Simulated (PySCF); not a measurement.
# triplet GaCl: levels of theory compared

We compute a comparison of 4 runs (UHF/STO-3G, UBHLYP/cc-pVTZ, UCAM-B3LYP/cc-pVTZ, USCS-MP2/cc-pVTZ) of triplet GaCl. 

Program for the calculation: PySCF 2.14.0.

4 further runs of the same task are left out: 4 set aside as unsound or not needed.

## 1. The molecule

GaCl: 2 atoms, total charge 0, spin state triplet. SMILES of the parent species: `[Cl][Ga]`. Geometry: relaxed at PBE0-D4/def2-TZVP. That shape belongs to the parent species and isn't relaxed for this state.

Bond lengths: Cl1–Ga2 2.216 Å.

## 2. A single-point energy at UHF/STO-3G (run 1)

File calc.py:

```python
from pyscf import gto, scf

system = gto.Mole()
system.atom = '''
Cl       0.000000       0.000000      -0.023560
Ga       0.000000       0.000000       2.192160
'''
system.basis = 'sto-3g'
system.spin = 2
system.verbose = 4
system.max_memory = 1860
system.build()

mf = scf.UHF(system)
mf.conv_tol = 1e-10
mf.kernel()
if not mf.converged:
    mf = mf.newton().run(mf.mo_coeff, mf.mo_occ)

etot = mf.e_tot
print('E(%s) = %.9f' % ('HF', etot))
```

Command:

```sh
$ OMP_NUM_THREADS=1 python calc.py
```

The program printed:

```text
PySCF version 2.14.0

[... 35 lines left out ...]
[... the frontier-level lines of each cycle are left out ...]
[... 83 lines left out ...]
SCF not converged.
[... 47 lines left out ...]
converged SCF energy = -2355.60327397405  <S^2> = 2.0039603  2S+1 = 3.002639
E(HF) = -2355.603273974
```

Wall time 1.2 s (1 thread of Arm Neoverse V1, shared host); peak memory 0.12 GiB.

## 3. The energy at UBHLYP/cc-pVTZ (run 2)

File job.py:

```python
from pyscf import gto, dft

molecule = gto.M(
    atom='''
Cl   0.000000   0.000000  -0.023560
Ga   0.000000   0.000000   2.192160
''',
    basis='cc-pvtz',
    max_memory=1860,
    verbose=3,
    spin=2,
    charge=0,
)

mf = dft.UKS(molecule, xc='bhandhlyp')
mf.conv_tol = 1e-10
mf.grids.level = 5
mf.kernel()
if not mf.converged:
    mf = mf.newton().run(mf.mo_coeff, mf.mo_occ)

e_tot = mf.e_tot
print('Final energy', e_tot)
```

Command:

```sh
$ OMP_NUM_THREADS=1 python job.py
```

The program printed:

```text
WARN: HOMO -0.0374073630585689 >= LUMO -0.275175294169609

WARN: HOMO -0.208567266667907 >= LUMO -0.212955629227205

WARN: HOMO -0.182822975165726 >= LUMO -0.187613976295634

converged SCF energy = -2385.02535528414  <S^2> = 2.0057831  2S+1 = 3.0038529
Final energy -2385.0253552841446
```

Wall time 13 s (1 thread of Arm Neoverse V1, shared host); peak memory 0.37 GiB.

Run 3 isn't shown in full; the table further down has it.

## 4. The energy at USCS-MP2/cc-pVTZ (run 4)

File run.py:

```python
from pyscf import gto, scf, mp

mol = gto.M(
    atom='''
Cl     0.000000     0.000000    -0.023560
Ga     0.000000     0.000000     2.192160
''',
    basis='cc-pvtz',
    max_memory=1860,
    spin=2,
    verbose=3,
)

mf = scf.UHF(mol)
mf.conv_tol = 1e-10
mf.kernel()
if not mf.converged:
    mf = mf.newton().run(mf.mo_coeff, mf.mo_occ)

pt = mp.MP2(mf, frozen=14).run()
energy = mf.e_tot + 1.2 * pt.e_corr_os + pt.e_corr_ss / 3
print('E(%s) = %.9f' % ('SCS-MP2', energy))
```

Command:

```sh
$ OMP_NUM_THREADS=1 python run.py
```

The program printed:

```text
WARN: HOMO 0.0213090352123863 >= LUMO -0.275834132126458

converged SCF energy = -2382.78278797405  <S^2> = 2.0074494  2S+1 = 3.0049622
E(UMP2) = -2383.06870608901  E_corr = -0.285918114953904
E(SCS-UMP2) = -2383.05442888774  E_corr = -0.271640913687406
E(SCS-MP2) = -2383.054428888
```

Wall time 2.9 s (1 thread of Arm Neoverse V1, shared host); peak memory 0.17 GiB.

## 5. Overview of the runs

| run | level | integration grid | frozen core orbitals | energy (Eh) | dipole moment (D) of the reference | HOMO energy (eV) | LUMO energy (eV) | wall time |
| --- | --- | --- | --- | --- | --- | --- | --- | --- |
| 1 | UHF/STO-3G | – | – | -2355.603274 | 1.60 | -6.92 | 1.61 | 1.2 s |
| 2 | UBHLYP/cc-pVTZ | 5 | – | -2385.025355 | 1.97 | -4.96 | -4.62 | 13 s |
| 3 | UCAM-B3LYP/cc-pVTZ | 5 | – | -2385.174425 | 1.79 | -5.31 | -4.58 | 24 s |
| 4 | USCS-MP2/cc-pVTZ | – | 14 | -2383.054429 | 2.48 | -6.78 | -1.31 | 2.9 s |

## 6. Results

```
                                                         quantity           value
                                              run 4: total energy  -2383.05443 Eh
                      run 4: dipole moment (Hartree–Fock density)          2.48 D
run 4: HOMO energy (Hartree–Fock orbitals) (highest over α and β)        -6.78 eV
 run 4: LUMO energy (Hartree–Fock orbitals) (lowest over α and β)        -1.31 eV
              run 4: correlation energy (14 core orbitals frozen)      -271.6 mEh
                         run 4: ⟨S²⟩ of the reference determinant           2.007
```

**Reading.** Over runs 1, 2, 3 the dipole moment (its size) runs from 1.60 D (UHF/STO-3G) to 1.97 D (UBHLYP/cc-pVTZ). The two ends differ in method and basis. Totals of different functionals can't be ranked against each other. In run 1 the basis is minimal, so the values are rough. All runs together took 40 s, the longest 24 s.
